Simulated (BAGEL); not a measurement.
# InH3 (SMILES [InH3]): a chain of runs

Wanted: the energy (HF/x2c-SVPall), then the energy (NEVPT2(2,2)/x2c-SVPall), then the energy (CASPT2(2,2)/x2c-SVPall) of InH3. 

The calculation is run with BAGEL 1.2.2.

1 further run of the same task is left out (set aside as unsound or not needed).

## 1. The structure to begin with

InH3: 4 atoms, total charge 0, spin state singlet. As SMILES, `[InH3]`. The In1–H2 distance was set to 2.758 Å, away from the relaxed value. At this shape a bond of the SMILES string is far longer than usual.

Bond lengths: In1–H3 1.724 Å, In1–H4 1.724 Å. Angles: H3–In1–H4 120.0°.

## 2. A single-point energy at HF/x2c-SVPall (DKH2, density fitting with AutoAux) (run 1)

Contents of input.json:

```json
{ "bagel": [

{
  "title": "molecule",
  "basis": "x2c-svpall.json",
  "df_basis": "x2c-svpall-autoaux.json",
  "angstrom": false,
  "dkh": true,
  "geometry": [
    { "atom": "In", "xyz": [ -0.42906988, -1.76450531, -0.78436673 ] },
    { "atom": "H", "xyz": [  0.78518120,  2.86482480,  1.28161226 ] },
    { "atom": "H", "xyz": [ -2.52572101, -1.93873806, -3.27181323 ] },
    { "atom": "H", "xyz": [  0.90866725, -4.48363223,  0.41201888 ] }
  ]
},
{
  "title": "hf"
},
{
  "title": "print",
  "file": "orbitals.molden",
  "orbitals": true
}

]}
```

The basis set x2c-SVPall is read from a file made from the Basis Set Exchange's data (not shown).

On the command line:

```bash
$ BAGEL_NUM_THREADS=1 BAGEL input.json > input.out
```

Standard output:

```text
* using 1 threads per process

  ===============================================================
  ===============================================================

  *** Geometry ***

  { "atom" : "In", "xyz" : [     -0.429070,     -1.764505,     -0.784367 ] },
  { "atom" : "H", "xyz" : [      0.785181,      2.864825,      1.281612 ] },
  { "atom" : "H", "xyz" : [     -2.525721,     -1.938738,     -3.271813 ] },
  { "atom" : "H", "xyz" : [      0.908667,     -4.483632,      0.412019 ] },

  Number of auxiliary basis functions:      435

  Since a DF basis is specified, we compute 2- and 3-index integrals:
    o Being stored without compression. Storage requirement is 0.009 GB

  Number of basis functions:       51
  Number of electrons      :       52

    * METHOD: MOLECULE                             0.14

  *** RHF ***

  === Nuclear Repulsion ===
    39.9278262120

      * DIIS with orbital gradients will be used.

  === RHF iteration (x2c-svpall.json) ===
      0      -5877.75589518          0.00569285           0.04
      1      -5877.77446632          0.00134976           0.04
      2      -5877.77551657          0.00035282           0.04
      3      -5877.77559534          0.00005886           0.04
      4      -5877.77559798          0.00001151           0.04
      5      -5877.77559809          0.00000127           0.04
      6      -5877.77559809          0.00000021           0.04
      7      -5877.77559809          0.00000002           0.04
      8      -5877.77559809          0.00000000           0.04
    * SCF iteration converged.

    * Permanent dipole moment:
           (    0.257121,     0.980208,     0.437517) a.u.

    * METHOD: HF                                   0.60

    * METHOD: PRINT                                0.01

  ===============================================================
```

It took 0.86 s on 1 thread of Arm Neoverse V1, shared host; peak memory 0.14 GiB.

## 3. The energy at NEVPT2(2,2)/x2c-SVPall (DKH2, density fitting with AutoAux) (run 2)

Edit input.json of step 2 so:

```diff
@@ -19,2 +19,21 @@
 {
+  "title": "casscf",
+  "nstate": 1,
+  "nact": 2,
+  "nclosed": 25,
+  "active": [26, 28],
+  "maxiter": 200,
+  "natocc": true
+},
+{
+  "title": "nevpt2",
+  "nstate": 1,
+  "nact": 2,
+  "nclosed": 25,
+  "active": [26, 28],
+  "maxiter": 200,
+  "natocc": true,
+  "ncore": 18
+},
+{
   "title": "print",
```

The basis set x2c-SVPall is read from a file made from the Basis Set Exchange's data (not shown).

On the command line:

```bash
$ BAGEL_NUM_THREADS=1 BAGEL input.json > input.out
```

Standard output:

```text
* using 1 threads per process

  ===============================================================
  ===============================================================

  *** Geometry ***

  { "atom" : "In", "xyz" : [     -0.429070,     -1.764505,     -0.784367 ] },
  { "atom" : "H", "xyz" : [      0.785181,      2.864825,      1.281612 ] },
  { "atom" : "H", "xyz" : [     -2.525721,     -1.938738,     -3.271813 ] },
  { "atom" : "H", "xyz" : [      0.908667,     -4.483632,      0.412019 ] },

  Number of auxiliary basis functions:      435

  Since a DF basis is specified, we compute 2- and 3-index integrals:
    o Being stored without compression. Storage requirement is 0.009 GB

  Number of basis functions:       51
  Number of electrons      :       52

[... 15 lines left out ...]
    * SCF iteration converged.
[... 1 line left out ...]
    * Permanent dipole moment:
[... 27 lines left out ...]
    * Second-order optimization converged. *
[... 1 line left out ...]
     guess   0:   closed 1.                   open ..

  === FCI iteration ===

      0  0     -5877.77216105     6.58e-02      0.00
      1  0     -5877.81321092     7.26e-03      0.00
      2  0 *   -5877.81382809     1.21e-15      0.00

     * ci vector, state   0, <S^2> = 0.0000
       2.     0.9531010961
       .2    -0.3026521116

    * METHOD: CASSCF                               1.85

    * freezing 18 orbitals

  === DF-NEVPT2 calculation ===

    * 3-index integral transformation done
    * assembly done

      NEVPT2 correlation energy:   -0.0998833911      0.02

          (+0)     -0.0604827239
          (+0)'    -0.0190635416
          (+1)     -0.0044932554
          (+1)'    -0.0031879442
          (+2)     -0.0002488147
          (-1)     -0.0086859322
          (-1)'    -0.0008969779
          (-2)     -0.0028242011

      NEVPT2 total energy:       -5877.9137114803

    * METHOD: NEVPT2                               0.07

    * METHOD: PRINT                                0.01

  ===============================================================
```

It took 2.8 s on 1 thread of Arm Neoverse V1, shared host; peak memory 0.14 GiB.

## 4. The energy at CASPT2(2,2)/x2c-SVPall (DKH2, density fitting with AutoAux) (run 3)

Contents of input.json:

```json
{ "bagel": [

{
  "title": "molecule",
  "basis": "x2c-svpall.json",
  "df_basis": "x2c-svpall-autoaux.json",
  "dkh": true,
  "geometry": [
    { "atom": "In", "xyz": [    -0.42906988,    -1.76450531,    -0.78436673 ] },
    { "atom": "H", "xyz": [     0.78518120,     2.86482480,     1.28161226 ] },
    { "atom": "H", "xyz": [    -2.52572101,    -1.93873806,    -3.27181323 ] },
    { "atom": "H", "xyz": [     0.90866725,    -4.48363223,     0.41201888 ] }
  ]
},

{
  "title": "hf"
},

{
  "title": "casscf",
  "nstate": 1,
  "nact": 2,
  "nclosed": 25,
  "active": [26, 28],
  "maxiter": 200,
  "natocc": true
},

{
  "title": "print",
  "file": "orbitals.molden",
  "orbitals": true
},

{
  "title": "smith",
  "method": "caspt2",
  "ms": true,
  "xms": true,
  "sssr": true,
  "shift": 0.2,
  "shift_imag": true,
  "ncore": 18
}

]}
```

The basis set x2c-SVPall is read from a file made from the Basis Set Exchange's data (not shown).

On the command line:

```bash
$ BAGEL_NUM_THREADS=1 BAGEL input.json > input.out
```

Standard output:

```text
* using 1 threads per process

  ===============================================================
  ===============================================================

  *** Geometry ***

  { "atom" : "In", "xyz" : [     -0.429070,     -1.764505,     -0.784367 ] },
  { "atom" : "H", "xyz" : [      0.785181,      2.864825,      1.281612 ] },
  { "atom" : "H", "xyz" : [     -2.525721,     -1.938738,     -3.271813 ] },
  { "atom" : "H", "xyz" : [      0.908667,     -4.483632,      0.412019 ] },

  Number of auxiliary basis functions:      435

  Since a DF basis is specified, we compute 2- and 3-index integrals:
    o Being stored without compression. Storage requirement is 0.009 GB

  Number of basis functions:       51
  Number of electrons      :       52

[... 15 lines left out ...]
    * SCF iteration converged.
[... 1 line left out ...]
    * Permanent dipole moment:
[... 27 lines left out ...]
    * Second-order optimization converged. *
[... 9 lines left out ...]
     * ci vector, state   0, <S^2> = 0.0000
[... 16 lines left out ...]
    * Zeroth order energy : state  0       -0.5402400999
[... 4 lines left out ...]
       #      aibj      arbs      arbi      airj      risj      airs      arst      rist         Etot      error   time
[... 2 lines left out ...]
       0  -0.05930  -0.00343  -0.00876  -0.00485  -0.00039  -0.00239  -0.00000  -0.00000   -0.0791177  0.0008901   0.01
       1  -0.05933  -0.00344  -0.00876  -0.00491  -0.00042  -0.00243   0.00000  -0.00000   -0.0792823  0.0001505   0.01
       2  -0.05933  -0.00344  -0.00877  -0.00491  -0.00042  -0.00243  -0.00000  -0.00000   -0.0792864  0.0000265   0.01
       3  -0.05933  -0.00344  -0.00877  -0.00491  -0.00042  -0.00243  -0.00000  -0.00000   -0.0792866  0.0000046   0.01
       4  -0.05933  -0.00344  -0.00877  -0.00491  -0.00042  -0.00243   0.00000  -0.00000   -0.0792866  0.0000005   0.01

      ------------------------------------------------------------------------------------------------------------------

    * CASPT2 energy : state  0    -5877.8939434185
        w/o shift correction      -5877.8931146591
        reference weight              0.9640854778

    * METHOD: SMITH                                0.11

  ===============================================================
```

Run time: 2.6 s. Hardware: 1 thread of Arm Neoverse V1, shared host; peak memory 0.14 GiB.

## 5. Results

| quantity | value |
| --- | --- |
| run 1, HF/x2c-SVPall: total energy | -5877.77560 Eh |
| run 1, HF/x2c-SVPall: dipole moment | 2.81 D |
| run 1, HF/x2c-SVPall: HOMO energy | -8.68 eV |
| run 1, HF/x2c-SVPall: LUMO energy | 0.33 eV |
| run 1, HF/x2c-SVPall: HOMO–LUMO gap | 9.01 eV |
| run 2, NEVPT2(2,2)/x2c-SVPall: total energy | -5877.91371 Eh |
| run 3, CASPT2(2,2)/x2c-SVPall: total energy | -5877.89394 Eh |

One bond (run 1, HF/x2c-SVPall) is far stretched, which a spin-restricted single reference describes badly; a broken-symmetry solution may lie lower.
